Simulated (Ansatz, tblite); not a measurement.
# Fac-Co(OH)3(H2O)3 (CoH₉O₆): one state, many levels

Aim: run the singlet of fac-Co(OH)3(H2O)3 (CoH₉O₆) at one geometry on many levels, and compare frontier levels, spin and run time.

The runs use Ansatz 0.2.0, Gaussian basis; as each input shows.

Plan: GFN1-xTB, GFN2-xTB, PBE-D4/def2-TZVP, r2SCAN-D4/def2-TZVP, HSE06-D4/def2-TZVP, CAM-B3LYP-D4/def2-TZVP, BLYP-D4/def2-TZVP, PBE-D4/def2-SVP, PBE0-D4/def2-SVP, MP2/def2-TZVP, RPA/def2-TZVP.

2 further runs of the same task are left out: 2 set aside as unsound or not needed. Runs told in other sessions of the task aren't counted.

**1. The geometry**

The geometry is that of the singlet, from an earlier relaxation (PBE0-D4/def2-SVP).

16 atoms, charge 0, spin multiplicity 1.

Bond lengths: Co1–O2 1.858 Å, Co1–O3 1.984 Å, Co1–O4 1.831 Å, Co1–O5 2.008 Å, Co1–O6 1.827 Å, Co1–O7 2.019 Å, O2–H8 0.963 Å, O3–H9 0.987 Å, O3–H10 0.992 Å, O4–H11 0.965 Å, O5–H12 0.999 Å, O5–H13 0.966 Å, O6–H14 0.965 Å, O7–H15 0.988 Å, O7–H16 0.978 Å. Angles: O2–Co1–O3 177.5°, O2–Co1–O4 100.7°, O2–Co1–O5 77.7°, O2–Co1–O6 98.5°, O2–Co1–O7 79.3°, O3–Co1–O4 81.8°, O3–Co1–O5 99.8°, O3–Co1–O6 81.2°, O3–Co1–O7 101.3°, O4–Co1–O5 175.9°, O4–Co1–O6 91.6°, O4–Co1–O7 81.7°, O5–Co1–O6 92.4°, O5–Co1–O7 94.3°, O6–Co1–O7 172.4°, Co1–O2–H8 110.8°, Co1–O3–H9 86.4°, Co1–O3–H10 84.0° and more.

No spin-orbit coupling is included.

PBE0-D4/def2-TZVP was run before; its log isn't repeated, and its numbers join the tables.

**2. GFN1-xTB**

Tight binding, by tblite at 300 K electronic temperature and without a spin-polarisation term:

```python
tblite.interface.Calculator('GFN1-xTB', numbers, positions, charge=0, uhf=0).singlepoint()
```

Energy -994.2899 eV, HOMO -10.94 eV, LUMO -8.71 eV; 0.008 s.

**3. GFN2-xTB**

Tight binding, by tblite at 300 K electronic temperature and without a spin-polarisation term:

```python
tblite.interface.Calculator('GFN2-xTB', numbers, positions, charge=0, uhf=0).singlepoint()
```

Energy -888.1026 eV, HOMO -9.20 eV, LUMO -7.13 eV; 0.005 s.

**4. PBE-D4/def2-TZVP**

start.molden holds the orbitals of an earlier run on this state, given as this run's starting guess.

in.yaml reads:

```yaml
crystal:
  periodic: [false, false, false]
  atoms:
    - {symbol: Co, position_ang: [0.011228, 0.012460, -0.092184]}
    - {symbol: O, position_ang: [-0.378039, 0.012400, 1.724946]}
    - {symbol: O, position_ang: [0.344036, 0.032856, -2.048157]}
    - {symbol: O, position_ang: [1.821037, -0.259870, -0.051441]}
    - {symbol: O, position_ang: [-1.990165, 0.177997, -0.082709]}
    - {symbol: O, position_ang: [0.234894, 1.811751, -0.320268]}
    - {symbol: O, position_ang: [0.000727, -1.970122, 0.287041]}
    - {symbol: H, position_ang: [0.134437, 0.686368, 2.183871]}
    - {symbol: H, position_ang: [1.288091, -0.150069, -1.826563]}
    - {symbol: H, position_ang: [0.312905, 1.018413, -1.937684]}
    - {symbol: H, position_ang: [2.227773, 0.564212, 0.242621]}
    - {symbol: H, position_ang: [-1.855164, 0.196465, 0.906528]}
    - {symbol: H, position_ang: [-2.409610, -0.667361, -0.288344]}
    - {symbol: H, position_ang: [-0.610467, 2.239253, -0.135619]}
    - {symbol: H, position_ang: [-0.106399, -1.701119, 1.231233]}
    - {symbol: H, position_ang: [0.974715, -2.003624, 0.206720]}
basis:
  gaussian: {orbitals: def2-TZVP, initial_orbitals: start.molden}
hamiltonian: {xc: pbe, dispersion: d4}
scf: {omitted_lower_state_checks: [starts]}
output: {forces: true, orbitals: {seedname: orbitals}}
```

Command:

```
$ ansatz run in.yaml --threads 4 --pin off --events-out ev --progress --plain --max-ram 4787MiB
```

What it wrote (excerpt; [...] marks lines left out):

```text
Functional definition: PBE
  name "PBE"
  cite "Perdew, Burke & Ernzerhof, Phys. Rev. Lett. 77, 3865 (1996) doi:10.1103/PhysRevLett.77.3865"
  parent pbe
[...]
1756 factors; their error is unknown
[...]
mean field -50045.24470983 eV, -1839.1288212012 hartree, gradient 1.1e-5 eV, S^2 0.000000; 0 other end points of the search recorded, 0 dependent functions left out
[...]
reference -50045.24475050 eV, -1839.1288226957 hartree; 42, 42 occupied and 243, 243 virtual orbitals, 1756 factors
Total energy: -50045.58975161 eV, -1839.1415012525 hartree
Atom 0 at     0.011228     0.012460    -0.092184 Å, force    -0.307444    -0.356360    -0.183489 eV/Å
Atom 1 at    -0.378039     0.012400     1.724946 Å, force    -0.280162    -0.240772     0.343972 eV/Å
Atom 2 at     0.344036     0.032856    -2.048157 Å, force    -0.378915    -0.374194    -0.307521 eV/Å
Atom 3 at     1.821037    -0.259870    -0.051441 Å, force     0.404191    -0.367053    -0.073952 eV/Å
Atom 4 at    -1.990165     0.177997    -0.082709 Å, force    -0.159475     0.398725    -0.328060 eV/Å
Atom 5 at     0.234894     1.811751    -0.320268 Å, force     0.447876     0.419322    -0.104517 eV/Å
Atom 6 at     0.000727    -1.970122     0.287041 Å, force    -0.309986    -0.308564    -0.338611 eV/Å
Atom 7 at     0.134437     0.686368     2.183871 Å, force     0.237040     0.297805     0.184875 eV/Å
Atom 8 at     1.288091    -0.150069    -1.826563 Å, force     0.487736    -0.143069    -0.012861 eV/Å
Atom 9 at     0.312905     1.018413    -1.937684 Å, force    -0.091362     0.496839    -0.068313 eV/Å
Atom 10 at     2.227773     0.564212     0.242621 Å, force     0.203448     0.360703     0.151929 eV/Å
Atom 11 at    -1.855164     0.196465     0.906528 Å, force    -0.022518     0.071009     0.446136 eV/Å
Atom 12 at    -2.409610    -0.667361    -0.288344 Å, force    -0.163152    -0.373792    -0.171493 eV/Å
Atom 13 at    -0.610467     2.239253    -0.135619 Å, force    -0.394427     0.221849     0.078953 eV/Å
Atom 14 at    -0.106399    -1.701119     1.231233 Å, force    -0.076622     0.018749     0.451383 eV/Å
Atom 15 at     0.974715    -2.003624     0.206720 Å, force     0.403774    -0.121197    -0.068431 eV/Å
Dipole moment:    -0.263669    -0.100922     0.195110 e Å
Checks for a lower state left out: starts
```

Wall time 4.2 s (4 threads of Arm Neoverse V2, shared host).

From the report: HOMO -4.67 eV, LUMO -2.79 eV.

**5. r2SCAN-D4/def2-TZVP**

in.yaml, as its differences from that of step 4:

```diff
@@ -21,4 +21,4 @@
   gaussian: {orbitals: def2-TZVP, initial_orbitals: start.molden}
-hamiltonian: {xc: pbe, dispersion: d4}
+hamiltonian: {xc: r2scan, dispersion: d4}
 scf: {omitted_lower_state_checks: [starts]}
-output: {forces: true, orbitals: {seedname: orbitals}}
+output: {orbitals: {seedname: orbitals}}
```

Same command.

What it wrote:

```text
Functional definition: r2SCAN
  name "r2SCAN"
  cite "Furness, Kaplan, Ning, Perdew & Sun, J. Phys. Chem. Lett. 11, 8208 (2020) doi:10.1021/acs.jpclett.0c02405"
  cite "Furness, Kaplan, Ning, Perdew & Sun, J. Phys. Chem. Lett. 11, 9248 (2020) doi:10.1021/acs.jpclett.0c03077"
  parent r2scan
  parameter k0 = 0.174
  parameter k1 = 0.065
  parameter a1 = 4.9479
  exchange = r2scan_x(k0 = k0, k1 = k1, a1 = a1)
  correlation = r2scan_c
these checks for a lower state are left out or cut short: starts
1756 factors; their error is unknown
mean field evaluation 1: about -50058.3110 eV, gradient 7.8e0 eV
mean field evaluation 2: about -50058.4198 eV, gradient 1.9e-1 eV
mean field evaluation 4: about -50058.3792 eV, gradient 1.0e-3 eV
mean field -50058.37920943 eV, -1839.6115051586 hartree, gradient 8.6e-6 eV, S^2 0.000000; 0 other end points of the search recorded, 0 dependent functions left out
reference -50058.37922105 eV, -1839.6115055855 hartree; 42, 42 occupied and 243, 243 virtual orbitals, 1756 factors
Total energy: -50058.46894449 eV, -1839.6148028611 hartree
Checks for a lower state left out: starts
```

Run time: 6.5 s. Hardware: 4 threads of Arm Neoverse V2, shared host.

HOMO -5.32 eV, LUMO -2.63 eV.

**6. HSE06-D4/def2-TZVP**

in.yaml, as its differences from that of step 5:

```diff
@@ -21,3 +21,3 @@
   gaussian: {orbitals: def2-TZVP, initial_orbitals: start.molden}
-hamiltonian: {xc: r2scan, dispersion: d4}
+hamiltonian: {xc: hse06, dispersion: d4}
 scf: {omitted_lower_state_checks: [starts]}
```

The command is unchanged.

What it wrote (excerpt; [...] marks lines left out):

```text
Functional definition: HSE06
  name "HSE06"
  cite "Heyd, Scuseria & Ernzerhof, J. Chem. Phys. 118, 8207 (2003) doi:10.1063/1.1564060"
  cite "Krukau, Vydrov, Izmaylov & Scuseria, J. Chem. Phys. 125, 224106 (2006) doi:10.1063/1.2404663"
  cite "Heyd & Scuseria, J. Chem. Phys. 120, 7274 (2004) doi:10.1063/1.1668634"
  cite "Ernzerhof & Perdew, J. Chem. Phys. 109, 3313 (1998) doi:10.1063/1.476928"
  cite "Perdew, Burke & Ernzerhof, Phys. Rev. Lett. 77, 3865 (1996) doi:10.1103/PhysRevLett.77.3865"
  parent pbe
[...]
  # The whole range is PBE's own exchange, as in plane waves. The composition of these papers is wPBEh.
[...]
1837 factors; their error is unknown
127 factors; integrals over basis functions are off by at most 2.3e-7 eV
[...]
mean field -50043.49450644 eV, -1839.0645024128 hartree, gradient 2.5e-5 eV, S^2 0.000000; 0 other end points of the search recorded, 0 dependent functions left out
reference -50043.49454595 eV, -1839.0645038647 hartree; 42, 42 occupied and 243, 243 virtual orbitals, 1837 factors
Total energy: -50043.76445244 eV, -1839.0744227452 hartree
Checks for a lower state left out: starts
```

Wall time 7 s (4 threads of Arm Neoverse V2, shared host); peak memory 1.2 GiB.

HOMO -6.91 eV, LUMO -1.92 eV.

**7. CAM-B3LYP-D4/def2-TZVP**

in.yaml, as its differences from that of step 6:

```diff
@@ -21,3 +21,3 @@
   gaussian: {orbitals: def2-TZVP, initial_orbitals: start.molden}
-hamiltonian: {xc: hse06, dispersion: d4}
+hamiltonian: {xc: {name: CAM-B3LYP}, dispersion: d4}
 scf: {omitted_lower_state_checks: [starts]}
```

Same command.

What it wrote (excerpt; [...] marks lines left out):

```text
Functional definition: CAM-B3LYP
  name "CAM-B3LYP"
  cite "Yanai, Tew & Handy, Chem. Phys. Lett. 393, 51 (2004) doi:10.1016/j.cplett.2004.06.011"
  cite "Iikura, Tsuneda, Yanai & Hirao, J. Chem. Phys. 115, 3540 (2001) doi:10.1063/1.1383587"
  cite "Becke, Phys. Rev. A 38, 3098 (1988) doi:10.1103/PhysRevA.38.3098"
  cite "Lee, Yang & Parr, Phys. Rev. B 37, 785 (1988) doi:10.1103/PhysRevB.37.785"
  cite "Vosko, Wilk & Nusair, Can. J. Phys. 58, 1200 (1980) doi:10.1139/p80-159"
[...]
  # Exact exchange under (alpha + beta erf(omega r))/r, Becke's under what is left of 1/r.
[...]
1822 factors; their error is unknown
442 factors; integrals over basis functions are off by at most 1.0e-5 eV
[...]
mean field -50062.37130685 eV, -1839.7582120327 hartree, gradient 1.5e-5 eV, S^2 0.000000; 0 other end points of the search recorded, 0 dependent functions left out
reference -50062.37143360 eV, -1839.7582166906 hartree; 42, 42 occupied and 243, 243 virtual orbitals, 1822 factors
Total energy: -50062.66387848 eV, -1839.7689638419 hartree
Checks for a lower state left out: starts
```

Wall time 8 s (4 threads of Arm Neoverse V2, shared host); peak memory 1.2 GiB.

HOMO -8.96 eV, LUMO -0.47 eV.

**8. BLYP-D4/def2-TZVP**

in.yaml, as its differences from that of step 7:

```diff
@@ -21,3 +21,3 @@
   gaussian: {orbitals: def2-TZVP, initial_orbitals: start.molden}
-hamiltonian: {xc: {name: CAM-B3LYP}, dispersion: d4}
+hamiltonian: {xc: {name: BLYP}, dispersion: d4}
 scf: {omitted_lower_state_checks: [starts]}
```

Same command.

What it wrote:

```text
Functional definition: BLYP
  name "BLYP"
  cite "Becke, Phys. Rev. A 38, 3098 (1988) doi:10.1103/PhysRevA.38.3098"
  cite "Lee, Yang & Parr, Phys. Rev. B 37, 785 (1988) doi:10.1103/PhysRevB.37.785"
  parameter beta = 0.0042
  parameter a = 0.04918
  parameter b = 0.132
  parameter c = 0.2533
  parameter d = 0.349
  exchange = b88_x(beta = beta)
  correlation = lyp_c(a = a, b = b, c = c, d = d)
these checks for a lower state are left out or cut short: starts
1756 factors; their error is unknown
mean field evaluation 1: about -50063.9566 eV, gradient 2.1e1 eV
mean field evaluation 2: about -50064.5249 eV, gradient 6.8e-1 eV
mean field evaluation 4: about -50064.4877 eV, gradient 5.8e-1 eV
mean field evaluation 8: about -50064.4880 eV, gradient 2.4e-5 eV
mean field -50064.48803462 eV, -1839.8360003435 hartree, gradient 2.4e-5 eV, S^2 0.000000; 0 other end points of the search recorded, 0 dependent functions left out
reference -50064.48839090 eV, -1839.8360134366 hartree; 42, 42 occupied and 243, 243 virtual orbitals, 1756 factors
Total energy: -50065.24339457 eV, -1839.8637593095 hartree
Checks for a lower state left out: starts
```

Wall time 3.7 s (4 threads of Arm Neoverse V2, shared host).

HOMO -4.70 eV, LUMO -2.68 eV.

**9. PBE-D4/def2-SVP**

in.yaml, as its differences from that of step 8:

```diff
@@ -20,4 +20,4 @@
 basis:
-  gaussian: {orbitals: def2-TZVP, initial_orbitals: start.molden}
-hamiltonian: {xc: {name: BLYP}, dispersion: d4}
+  gaussian: {orbitals: def2-SVP, initial_orbitals: start.molden}
+hamiltonian: {xc: pbe, dispersion: d4}
 scf: {omitted_lower_state_checks: [starts]}
```

Same command.

What it wrote:

```text
Functional definition: PBE
  name "PBE"
  cite "Perdew, Burke & Ernzerhof, Phys. Rev. Lett. 77, 3865 (1996) doi:10.1103/PhysRevLett.77.3865"
  parent pbe
  parameter kappa = 0.804
  parameter beta = 0.06672455060314922
  exchange = pbe_x(kappa = kappa, mu = beta*pi^2/3)
  correlation = pbe_c(beta = beta)
these checks for a lower state are left out or cut short: starts
1766 factors; their error is unknown
mean field evaluation 1: about -50023.8709 eV, gradient 1.8e1 eV
mean field evaluation 2: about -50024.6836 eV, gradient 7.2e-1 eV
mean field evaluation 4: about -50024.6332 eV, gradient 1.0e-1 eV
mean field -50024.63321457 eV, -1838.3713627214 hartree, gradient 3.5e-5 eV, S^2 0.000000; 0 other end points of the search recorded, 0 dependent functions left out
reference -50024.63328609 eV, -1838.3713653494 hartree; 42, 42 occupied and 118, 118 virtual orbitals, 1766 factors
Total energy: -50024.97828719 eV, -1838.3840439061 hartree
Checks for a lower state left out: starts
```

Wall time 1.9 s (4 threads of Arm Neoverse V2, shared host).

HOMO -4.14 eV, LUMO -2.30 eV.

**10. PBE0-D4/def2-SVP**

in.yaml, as its differences from that of step 9:

```diff
@@ -21,3 +21,3 @@
   gaussian: {orbitals: def2-SVP, initial_orbitals: start.molden}
-hamiltonian: {xc: pbe, dispersion: d4}
+hamiltonian: {xc: pbe0, dispersion: d4}
 scf: {omitted_lower_state_checks: [starts]}
```

Launched as before.

What it wrote:

```text
Functional definition: PBE0
  name "PBE0"
  cite "Adamo & Barone, J. Chem. Phys. 110, 6158 (1999) doi:10.1063/1.478522"
  cite "Perdew, Burke & Ernzerhof, Phys. Rev. Lett. 77, 3865 (1996) doi:10.1103/PhysRevLett.77.3865"
  parent pbe
  parameter a = 0.25
  parameter kappa = 0.804
  parameter beta = 0.06672455060314922
  exchange = (1 - a)*pbe_x(kappa = kappa, mu = beta*pi^2/3) + a*exact_x
  correlation = pbe_c(beta = beta)
these checks for a lower state are left out or cut short: starts
1826 factors; their error is unknown
mean field evaluation 1: about -50023.3289 eV, gradient 1.6e1 eV
mean field evaluation 2: about -50023.8206 eV, gradient 4.0e-1 eV
mean field evaluation 4: about -50023.9817 eV, gradient 8.8e-4 eV
mean field -50023.98165306 eV, -1838.3474182773 hartree, gradient 1.7e-5 eV, S^2 0.000000; 0 other end points of the search recorded, 0 dependent functions left out
reference -50023.98170310 eV, -1838.3474201164 hartree; 42, 42 occupied and 118, 118 virtual orbitals, 1826 factors
Total energy: -50024.27310922 eV, -1838.3581290939 hartree
Checks for a lower state left out: starts
```

Wall time 2.9 s (4 threads of Arm Neoverse V2, shared host); peak memory 0.57 GiB.

Report: HOMO -6.98 eV, LUMO -1.22 eV.

**11. MP2/def2-TZVP**

in.yaml, as its differences from that of step 10:

```diff
@@ -20,4 +20,4 @@
 basis:
-  gaussian: {orbitals: def2-SVP, initial_orbitals: start.molden}
-hamiltonian: {xc: pbe0, dispersion: d4}
+  gaussian: {orbitals: def2-TZVP, initial_orbitals: start.molden}
+correlation: {method: mp2}
 scf: {omitted_lower_state_checks: [starts]}
```

The command is unchanged.

What it wrote (excerpt; [...] marks lines left out):

```text
Functional definition: HF
  name "HF"
  cite "Fock, Z. Phys. 61, 126 (1930) doi:10.1007/BF01340294"
  parent pbe
[...]
2111 factors; integrals over basis functions are off by at most 1.8e-3 eV
[...]
mean field -49959.09071285 eV, -1835.9627202092 hartree, gradient 6.4e-6 eV, S^2 0.000000; 0 other end points of the search recorded, 0 dependent functions left out; unrestricted orbitals would lower it
11 core orbitals not correlated: weight in the atoms' cores, before any rotation towards them, 1.000 or more for the frozen orbitals, at most 0.000 for the correlated occupied ones
reference -49959.09071285 eV, -1835.9627202092 hartree; 31, 31 occupied and 243, 243 virtual orbitals, 2111 factors
second order -56.78881769 eV of doubles, -0.00000000 eV of singles
Total energy: -50015.87953053 eV, -1838.0496707663 hartree
Checks for a lower state left out: starts
```

Wall time 9.5 s (4 threads of Arm Neoverse V2, shared host); peak memory 0.98 GiB.

From the report: Hartree-Fock HOMO -11.98 eV, LUMO 2.64 eV. Doubts: restricted state is unstable towards broken spin symmetry.

**12. RPA/def2-TZVP**

in.yaml, as its differences from that of step 11:

```diff
@@ -21,4 +21,4 @@
   gaussian: {orbitals: def2-TZVP, initial_orbitals: start.molden}
-correlation: {method: mp2}
+hamiltonian: {xc: pbe}
+correlation: {method: rpa}
 scf: {omitted_lower_state_checks: [starts]}
-output: {orbitals: {seedname: orbitals}}
```

Launched as before.

What it wrote (excerpt; [...] marks lines left out):

```text
Functional definition: PBE
  name "PBE"
  cite "Perdew, Burke & Ernzerhof, Phys. Rev. Lett. 77, 3865 (1996) doi:10.1103/PhysRevLett.77.3865"
  parent pbe
[...]
2111 factors; integrals over basis functions are off by at most 1.8e-3 eV
[...]
mean field -50045.24435041 eV, -1839.1288079926 hartree, gradient 6.7e-6 eV, S^2 0.000000; 0 other end points of the search recorded, 0 dependent functions left out
11 core orbitals not correlated: weight in the atoms' cores, before any rotation towards them, 1.000 or more for the frozen orbitals, at most 0.000 for the correlated occupied ones
reference -49952.94191108 eV, -1835.7367559120 hartree; 31, 31 occupied and 243, 243 virtual orbitals, 2111 factors
Total energy: -50040.47155232 eV, -1838.9534108979 hartree
Checks for a lower state left out: starts
```

It took 11 s on 4 threads of Arm Neoverse V2, shared host; peak memory 1 GiB.

**13. Levels side by side**

| level | functions | HOMO (eV) | LUMO (eV) | gap (eV) | time |
| --- | --- | --- | --- | --- | --- |
| PBE-D4/def2-SVP | 160 | -4.14 | -2.30 | 1.85 | 1.9 s |
| PBE-D4/def2-TZVP | 285 | -4.67 | -2.79 | 1.89 | 4.2 s |
| BLYP-D4/def2-TZVP | 285 | -4.70 | -2.68 | 2.03 | 3.7 s |
| r2SCAN-D4/def2-TZVP | 285 | -5.32 | -2.63 | 2.69 | 6.5 s |
| PBE0-D4/def2-SVP | 160 | -6.98 | -1.22 | 5.76 | 2.9 s |
| PBE0-D4/def2-TZVP | 285 | -7.33 | -1.54 | 5.79 | 7.5 s |
| HSE06-D4/def2-TZVP | 285 | -6.91 | -1.92 | 4.99 | 7 s |
| CAM-B3LYP-D4/def2-TZVP | 285 | -8.96 | -0.47 | 8.49 | 8 s |

Energy pieces by basis (eV):

| basis | HF | MP2 correlation | total |
| --- | --- | --- | --- |
| def2-TZVP | -49959.0907 | -56.7888 | -50015.8795 (MP2) |

**14. Binding energy**

Free atoms were run apart at each level; binding is atoms less cluster, divided by the number of atoms, without zero-point or spin-orbit terms.

| level | binding an atom (eV) |
| --- | --- |
| HF/def2-TZVP | 1.999 |
| PBE-D4/def2-SVP | 3.649 |
| PBE-D4/def2-TZVP | 3.576 |
| BLYP-D4/def2-TZVP | 3.517 |
| r2SCAN-D4/def2-TZVP | 3.504 |
| PBE0-D4/def2-SVP | 3.426 |
| PBE0-D4/def2-TZVP | 3.384 |
| HSE06-D4/def2-TZVP | 3.386 |
| CAM-B3LYP-D4/def2-TZVP | 3.464 |
| MP2/def2-TZVP | 3.336 |

**15. Results**

```
                                                 quantity                                     value
gap in def2-TZVP, named functionals, smallest and largest  1.89 eV (PBE-D4), 8.49 eV (CAM-B3LYP-D4)
                        correlation energy, MP2/def2-TZVP                                 -56.79 eV
                binding an atom, functionals in def2-TZVP        3.38 (PBE0-D4) to 3.58 eV (PBE-D4)
          PBE0 total energy, smallest basis above largest            20.23 eV (def2-SVP, def2-TZVP)
```

In words: Orbital gaps of the named functionals in def2-TZVP span 1.89 eV (PBE-D4) to 8.49 eV (CAM-B3LYP-D4); exact exchange widens it.

The slowest run with a step of its own, RPA/def2-TZVP, took 11 s; the quickest functional in def2-TZVP took 3.7 s (shared host).
